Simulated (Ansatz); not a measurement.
Geometry optimisation, DFT LDA, scalar-relativistic, plane waves, PAW (Ansatz 0.2.0).

input.yaml

```yaml
crystal:
  lattice:
    - [5.8068, 0.0, 0.0]
    - [0.0, 5.6794, 0.0]
    - [0.0, 0.0, 17.705115]
  atoms:
    - { symbol: W, position: [0.0, 0.0, 0.0564809] }
    - { symbol: C, position: [0.0, 0.25, 0.1511585] }
    - { symbol: W, position: [0.25, 0.0, 0.1984973] }
    - { symbol: C, position: [0.25, 0.25, 0.293175] }
    - { symbol: W, position: [0.0, 0.0, 0.3405138] }
    - { symbol: C, position: [0.0, 0.25, 0.4351915] }
    - { symbol: W, position: [0.0, 0.5, 0.0564809] }
    - { symbol: C, position: [0.0, 0.75, 0.1511585] }
    - { symbol: W, position: [0.25, 0.5, 0.1984973] }
    - { symbol: C, position: [0.25, 0.75, 0.293175] }
    - { symbol: W, position: [0.0, 0.5, 0.3405138] }
    - { symbol: C, position: [0.0, 0.75, 0.4351915] }
    - { symbol: W, position: [0.5, 0.0, 0.0564809] }
    - { symbol: C, position: [0.5, 0.25, 0.1511585] }
    - { symbol: W, position: [0.75, 0.0, 0.1984973] }
    - { symbol: C, position: [0.75, 0.25, 0.293175] }
    - { symbol: W, position: [0.5, 0.0, 0.3405138] }
    - { symbol: C, position: [0.5, 0.25, 0.4351915] }
    - { symbol: W, position: [0.5, 0.5, 0.0564809] }
    - { symbol: C, position: [0.5, 0.75, 0.1511585] }
    - { symbol: W, position: [0.75, 0.5, 0.1984973] }
    - { symbol: C, position: [0.75, 0.75, 0.293175] }
    - { symbol: W, position: [0.5, 0.5, 0.3405138] }
    - { symbol: C, position: [0.5, 0.75, 0.4351915] }
    - { symbol: H, position: [0.674449, 0.9308291, 0.4329322] }
basis:
  ecutwfc: 420.0
kpoints:
  mp_grid: { grid: [3, 3, 1] }
hamiltonian:
  xc: lda
scf:
  occupations: { method: fermi_dirac, width: 0.15 }
  lower_state_search: "off"
relax:
  f_tol: 0.03
  max_steps: 60
  adjacent_minimum: "off"
  constraints: [{ sites: [0, 6, 12, 18] }]
```

Launched with:

```bash
$ ansatz run input.yaml --threads 4 --pin off --max-ram 10240MiB --backend cpu --events-out ev --progress --plain --runs-dir out
```

Problem. Where does it end, and by what steps?

Solution. The forces met the threshold. Limits of this set-up: coarse k mesh, thin slab, slab without dipole correction, odd electron count without spin, a typed lattice constant that wasn't relaxed here. After 22 steps the energy has fallen by 11.325 eV; H25 moved furthest, 1.82 Å. Parted: W17–H25 (1.96 → 2.99 Å). Joined: C4–C18 (2.90 → 1.59 Å), W5–C18 (3.64 → 2.14 Å), C6–C16 (2.90 → 1.61 Å), C6–W17 (3.64 → 2.14 Å), C6–W23 (3.64 → 2.14 Å), C10–C12 (2.90 → 1.71 Å).

```
step  energy less start (eV)  largest force component (eV/Å)  accepted
   0                  0.0000                           2.636       yes
   1                 -2.0555                           1.804       yes
   2                 -2.7460                           1.881       yes
   3                 -3.3183                           0.872       yes
   4                 -3.5659                           1.140       yes
   5                 -3.8270                           1.445       yes
   6                 -4.1971                           2.055       yes
   7                 -4.7196                           0.835       yes
   8                 -5.1600                           0.911       yes
   9                 -5.5785                           1.183       yes
  10                 -6.0338                           1.287       yes
  11                 -6.5774                           1.257       yes
  12                 -7.5286                           2.176       yes
  13                 -8.7035                           2.419       yes
  14                 -9.9187                           1.678       yes
  15                -10.8202                           1.384       yes
  16                -11.1346                           1.132       yes
  17                -11.2248                           1.220       yes
  18                -11.1754                           1.427        no
  19                -11.3183                           0.323       yes
  20                -11.3112                           0.715        no
  21                -11.3247                           0.050       yes
  22                -11.3252                           0.022       yes
```

```xyz
25
Lattice="5.8068 0.0000 0.0000 0.0000 5.6794 0.0000 0.0000 0.0000 17.7051" Properties=species:S:1:pos:R:3
W 0.000 0.000 1.000
C -0.007 1.420 2.570
W 1.445 -0.004 3.450
C 1.429 1.420 5.041
W -0.007 0.030 5.889
C -1.432 1.420 6.623
W 0.000 2.840 1.000
C 0.001 4.259 2.570
W 1.445 2.843 3.450
C 1.456 4.259 5.061
W -0.007 2.810 5.889
C 1.291 4.259 6.760
W 2.903 0.000 1.000
C 2.891 1.420 2.566
W 4.348 -0.013 3.446
C 4.296 1.420 5.012
W 2.909 0.035 5.916
C 1.443 1.420 6.633
W 2.903 2.840 1.000
C 2.897 4.259 2.578
W 4.348 2.852 3.446
C 4.347 4.259 5.098
W 2.909 2.804 5.916
C 2.545 4.259 7.431
H 2.672 4.259 8.514
```

Whether the end is a true minimum wasn't checked by a vibrational analysis.

The run took 2.1 min on 4 threads of Intel(R) Xeon(R) Platinum 8488C (Sapphire Rapids), with other jobs on the host, peak memory 1.7 GiB.
